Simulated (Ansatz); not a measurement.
# AlF2H3O (built from SMILES O.[F][AlH][F]): a barrier at many levels of theory, part 2 of 2

Ansatz 0.2.0, Gaussian basis.

## Step 5: Vibrations of the start structure

The input, vib-r/in.yaml:

```yaml
crystal:
  periodic: [false, false, false]
  atoms:
    - {symbol: Al, position_ang: [-0.642743, -0.507358, -0.244815]}
    - {symbol: H, position_ang: [0.060309, -1.912799, -0.118963]}
    - {symbol: F, position_ang: [-1.205522, -0.048226, -1.730319]}
    - {symbol: F, position_ang: [-1.476585, 0.095913, 1.067603]}
    - {symbol: H, position_ang: [1.740203, 0.374541, 0.119541]}
    - {symbol: O, position_ang: [0.852524, 0.742487, 0.054261]}
    - {symbol: H, position_ang: [0.671914, 1.255443, 0.852594]}
basis:
  gaussian: {orbitals: def2-TZVP}
hamiltonian: {xc: pbe0, dispersion: d4}
phonons: {temperatures: {t_min: 298.15, t_max: 900, t_step: 200}}
```

Standard output, cut to the lines that bear on the results:

```text
Functional definition: PBE0
  name "PBE0"
  cite "Adamo & Barone, J. Chem. Phys. 110, 6158 (1999) doi:10.1063/1.478522"
  cite "Perdew, Burke & Ernzerhof, Phys. Rev. Lett. 77, 3865 (1996) doi:10.1103/PhysRevLett.77.3865"
  parent pbe
[...]
874 factors; their error is unknown
[...]
mean field -14124.66181829 eV, -519.0717477826 hartree, gradient 4.5e-5 eV, S^2 0.000000; 0 other end points of the search recorded, 0 dependent functions left out
[...]
reference -14124.66184819 eV, -519.0717488815 hartree; 21, 21 occupied and 127, 127 virtual orbitals, 874 factors
[... from here to the last solve, the lines of the solves are left out (41 solves) ...]
874 factors; their error is unknown
mean field -14124.66170180 eV, -519.0717435017 hartree, gradient 2.3e-6 eV, S^2 0.000000; 0 other end points of the search recorded, 0 dependent functions left out
[...]
reference -14124.66173170 eV, -519.0717446005 hartree; 21, 21 occupied and 127, 127 virtual orbitals, 874 factors
Total energy: -14124.73655060 eV, -519.0744941444 hartree
Atom 0 at    -0.642743    -0.507358    -0.244815 Å, force     0.004046    -0.001324    -0.001502 eV/Å
Atom 1 at     0.060309    -1.912799    -0.118963 Å, force     0.000315     0.001049    -0.000116 eV/Å
Atom 2 at    -1.205522    -0.048226    -1.730319 Å, force    -0.000281     0.000644    -0.000001 eV/Å
Atom 3 at    -1.476585     0.095913     1.067603 Å, force    -0.002717     0.002315     0.002906 eV/Å
Atom 4 at     1.740203     0.374541     0.119541 Å, force    -0.002607     0.001479    -0.001132 eV/Å
Atom 5 at     0.852524     0.742487     0.054261 Å, force     0.004024    -0.004870    -0.002783 eV/Å
Atom 6 at     0.671914     1.255443     0.852594 Å, force    -0.002781     0.000708     0.002630 eV/Å
Dipole moment:     1.001113     0.326908     0.414411 e Å
Vibrations: 125.86 162.28 209.93 260.97 410.25 438.55 570.58 671.31 686.17 763.30 882.32 1619.55 1958.32 3794.57 3898.23 cm⁻¹, zero-point energy 1.019906 eV
```

It took 96 s on 2 threads, shared host; peak memory 0.28 GiB.

Wavenumbers and character of the modes:

```tsv
mode	wavenumber (cm⁻¹)	character
1	126	torsion
2	162	bend
3	210	bend
4	261	bend with torsion
5	410	Al–O stretch
6	439	torsion with bend
7	571	bend
8	671	bend with torsion
9	686	bend with Al–F stretch
10	763	Al–F stretch
11	882	Al–F stretch
12	1620	bend
13	1958	Al–H stretch
14	3795	O–H stretch
15	3898	O–H stretch
```

Vibrational sums (real modes only):

```tsv
T (K)	entropy (J/mol/K)	heat capacity (J/mol/K)
298	52.5	60.1
498	88.4	79.2
698	117.0	89.5
898	140.4	96.3
```

## Step 6: Vibrations of the end structure

The input, vib-p/in.yaml:

```yaml
crystal:
  periodic: [false, false, false]
  atoms:
    - {symbol: Al, position_ang: [-0.561607, 0.232181, -0.173225]}
    - {symbol: H, position_ang: [0.467762, -1.708907, -0.045803]}
    - {symbol: F, position_ang: [-1.045759, -0.207719, -1.674950]}
    - {symbol: F, position_ang: [-1.470594, -0.250228, 1.107311]}
    - {symbol: H, position_ang: [1.047594, -1.224269, -0.009347]}
    - {symbol: O, position_ang: [0.669245, 1.365710, -0.014143]}
    - {symbol: H, position_ang: [0.893461, 1.793233, 0.810055]}
basis:
  gaussian: {orbitals: def2-TZVP}
hamiltonian: {xc: pbe0, dispersion: d4}
phonons: {temperatures: {t_min: 298.15, t_max: 900, t_step: 200}}
```

Standard output, cut to the lines that bear on the results:

```text
[... 5 set-up lines as earlier in the session ...]
[...]
874 factors; their error is unknown
[...]
mean field -14124.77854865 eV, -519.0760375443 hartree, gradient 2.8e-5 eV, S^2 0.000000; 0 other end points of the search recorded, 0 dependent functions left out
[...]
reference -14124.77857844 eV, -519.0760386387 hartree; 21, 21 occupied and 127, 127 virtual orbitals, 874 factors
[... from here to the last solve, the lines of the solves are left out (41 solves) ...]
874 factors; their error is unknown
mean field -14124.77842258 eV, -519.0760329113 hartree, gradient 2.3e-6 eV, S^2 0.000000; 0 other end points of the search recorded, 0 dependent functions left out
[...]
reference -14124.77845236 eV, -519.0760340055 hartree; 21, 21 occupied and 127, 127 virtual orbitals, 874 factors
Total energy: -14124.85827963 eV, -519.0789676034 hartree
Atom 0 at    -0.561607     0.232181    -0.173225 Å, force     0.000544    -0.000055    -0.000123 eV/Å
Atom 1 at     0.467762    -1.708907    -0.045803 Å, force     0.000746     0.000639     0.000246 eV/Å
Atom 2 at    -1.045759    -0.207719    -1.674950 Å, force    -0.000390    -0.000190    -0.000458 eV/Å
Atom 3 at    -1.470594    -0.250228     1.107311 Å, force    -0.000616    -0.000324     0.000468 eV/Å
Atom 4 at     1.047594    -1.224269    -0.009347 Å, force    -0.000816    -0.000441    -0.000225 eV/Å
Atom 5 at     0.669245     1.365710    -0.014143 Å, force     0.000515     0.000254    -0.000154 eV/Å
Atom 6 at     0.893461     1.793233     0.810055 Å, force     0.000017     0.000118     0.000247 eV/Å
Dipole moment:     0.358717    -0.012779     0.319367 e Å
Vibrations: 106.71 211.77 230.74 249.97 258.67 289.83 333.28 405.25 619.84 696.70 824.72 927.32 958.79 3970.92 4265.57 cm⁻¹, zero-point energy 0.889592 eV
```

It took 79 s on 2 threads, shared host; peak memory 0.3 GiB.

The modes, with what each moves most:

```tsv
mode	wavenumber (cm⁻¹)	character
1	107	not assigned (largely outside the bonds, angles and torsions drawn)
2	212	not assigned (largely outside the bonds, angles and torsions drawn)
3	231	bend
4	250	bend
5	259	not assigned (largely outside the bonds, angles and torsions drawn)
6	290	torsion with out-of-plane bend
7	333	torsion
8	405	not assigned (largely outside the bonds, angles and torsions drawn)
9	620	bend
10	697	Al–F stretch
11	825	not assigned (largely outside the bonds, angles and torsions drawn)
12	927	Al–F stretch
13	959	Al–O and Al–F stretch
14	3971	O–H stretch
15	4266	H–H stretch
```

Vibrational sums (real modes only):

```tsv
T (K)	entropy (J/mol/K)	heat capacity (J/mol/K)
298	64.6	71.8
498	106.5	90.2
698	138.4	98.2
898	163.7	102.6
```

## Step 7: The ladder

Levels not printed above were run the same way.

The basis limit takes Hartree-Fock with exponent 7.88 and MP2 correlation with exponent 2.97 from the triple- and quadruple-zeta runs, and adds the coupled-cluster step over MP2 from triple zeta. Where a quadruple-zeta run was CCSD(T), only its Hartree-Fock and MP2 parts are used.

Rows are in def2-TZVPP; times add the 3 runs of a level on a shared host, so small differences are noise.

The saddle's own vibrations were run with its search: 1217i cm⁻¹, zero-point energy 0.918 eV.

The barrier:

Differences are taken before rounding.

```tsv
method	rung	barrier (eV)	from CCSD(T)/CBS (eV)	time
SPW92	LDA	0.523	-0.398	4 s
PBE-D4	GGA	0.652	-0.268	6 s
BLYP-D4	GGA	0.725	-0.195	6.2 s
r2SCAN-D4	meta-GGA	0.710	-0.210	11 s
B97M-V	meta-GGA	0.877	-0.043	23 s
PBE0-D4	hybrid	0.804	-0.116	9 s
B3LYP-D4	hybrid	0.839	-0.081	8.4 s
r2SCAN0-D4	hybrid	0.835	-0.086	13 s
BHLYP-D4	hybrid	1.019	+0.099	8.2 s
CAM-B3LYP-D4	range-separated hybrid	0.881	-0.040	9 s
wB97X-V	range-separated hybrid	0.908	-0.013	21 s
wB97M-V	range-separated hybrid	0.906	-0.015	23 s
B2PLYP	double hybrid	0.868	-0.052	14 s
PBE-QIDH	double hybrid	0.891	-0.030	14 s
RPA on PBE	RPA	0.909	-0.011	13 s
Hartree-Fock	wavefunction	1.361	+0.440	
MP2	wavefunction	0.860	-0.061	
CCSD	wavefunction	0.996	+0.075	
CCSD(T)	wavefunction	0.926	+0.006	2.7 min
CCSD(T)/CBS		0.921	0	3.5 min
```

Among the levels timed on like hardware and quicker than the yardstick, those that no quicker one beats, quickest first: SPW92 (4 s, -0.398 eV); PBE-D4 (6 s, -0.268 eV); BLYP-D4 (6.2 s, -0.195 eV); BHLYP-D4 (8.2 s, +0.099 eV); B3LYP-D4 (8.4 s, -0.081 eV); CAM-B3LYP-D4 (9 s, -0.040 eV); RPA on PBE (13 s, -0.011 eV); CCSD(T) (2.7 min, +0.006 eV).

For cost: CCSD(T) gets within 0.006 eV in 2.7 min, where CCSD(T)/CBS took 3.5 min; the quickest level in the cost chart, SPW92, takes 4 s and misses by 0.398 eV.

The step energy:

```tsv
method	rung	step energy (eV)	from CCSD(T)/CBS (eV)
SPW92	LDA	-0.034	+0.136
PBE-D4	GGA	-0.160	+0.010
BLYP-D4	GGA	-0.239	-0.069
r2SCAN-D4	meta-GGA	-0.184	-0.014
B97M-V	meta-GGA	-0.022	+0.148
PBE0-D4	hybrid	-0.095	+0.075
B3LYP-D4	hybrid	-0.173	-0.003
r2SCAN0-D4	hybrid	-0.127	+0.043
BHLYP-D4	hybrid	-0.099	+0.071
CAM-B3LYP-D4	range-separated hybrid	-0.121	+0.049
wB97X-V	range-separated hybrid	-0.113	+0.057
wB97M-V	range-separated hybrid	-0.124	+0.046
B2PLYP	double hybrid	-0.184	-0.014
PBE-QIDH	double hybrid	-0.113	+0.057
RPA on PBE	RPA	-0.144	+0.026
Hartree-Fock	wavefunction	-0.037	+0.133
MP2	wavefunction	-0.226	-0.056
CCSD	wavefunction	-0.133	+0.037
CCSD(T)	wavefunction	-0.154	+0.016
CCSD(T)/CBS		-0.170	0
```

## Step 8: Summary of results

This closing draws on all 2 parts.

| quantity | value |
| --- | --- |
| barrier, CCSD(T)/CBS | 0.921 eV |
| reverse barrier, CCSD(T)/CBS | 1.091 eV |
| step energy, CCSD(T)/CBS | -0.170 eV |
| barrier with zero-point energy | 0.819 eV |
| step energy with zero-point energy | -0.300 eV |
| imaginary mode at the saddle | 1217i cm⁻¹ |
| largest T1 diagnostic | 0.012 |

What this shows: wB97X-V is the best functional here (-0.013 eV from CCSD(T)/CBS); SPW92 is the worst (-0.398 eV). Mean unsigned error by rung: LDA 0.398, GGA 0.232, meta-GGA 0.127, hybrid 0.096, range-separated hybrid 0.022, double hybrid 0.041 eV. PBE-D4 gives a barrier 0.268 eV too low, outside chemical accuracy (1 kcal/mol, 0.043 eV). Every functional without exact exchange puts the barrier too low, the usual mark of self-interaction error, which favours the spread-out density of a saddle. The barrier rises with the share of exact exchange, from BLYP-D4 through B3LYP-D4 to BHLYP-D4 (-0.195, -0.081, +0.099 eV). Hartree-Fock, with no correlation, is off by +0.440 eV. Zero-point motion lowers the barrier by 0.102 eV.
